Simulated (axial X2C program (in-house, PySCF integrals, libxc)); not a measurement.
# ITe: EOM-EA-CCSD levels

Aim: EOM-EA-CCSD levels of ITe, with spin–orbit coupling in the Hamiltonian from the start.

Method: two-component X2C with atomic mean-field terms, I dyall-acv3z, Te dyall-acv3z; program: an in-house X2C program for linear molecules on PySCF integrals.

All values are calculated.

**1. Input**

The input, task.json:

```json
{"zs": [53, 52], "q": 0, "bas": ["dyall-acv3z", "dyall-acv3z"], "r0": 2.69, "eom": "ea", "thr": -1.0, "nmax": 92, "grid": [1, 0.96, 1.045, 0.92, 1.09, 1.15]}
```

Keys: zs atomic numbers; q charge; bas basis sets; r0 starting distance in Å; eom kind of EOM run; thr threshold in hartree for freezing inner shells (an s shell follows its p shell); nmax most natural virtual spinors; grid distances as factors.

The run is started by

```
$ python soeom.py task.json out
```

The runs that follow: EOM-EA-CCSD at 2.665 Å.

**Question.** What will these runs give? Wanted: next root; T1 of the reference; lowest state, Re and ωe.

**Answer**, as computed:

| quantity | value |
| --- | --- |
| lowest root at 2.665 Å | Ω = 3/2, 8.272 eV |
| next root | Ω = 1/2, about 16940 cm⁻¹ higher |
| T1 of the reference | 0.037 |
| lowest state, Re and ωe | 2.683 Å, 213.0 cm⁻¹ |

What this shows: The added electron is bound by 8.27 eV in a spinor of 76% Te pπ, 12% I pπ, 7% I dπ. Errors of 0.1 to 0.3 eV are usual at this size, and roots led by higher excitations are left out, so the list is incomplete, and low states of that kind can be missing. The reference has multireference character, which lowers the reliability. The bond is 0.097 Å longer than in the closed-shell reference at CCSD (2.586 Å).
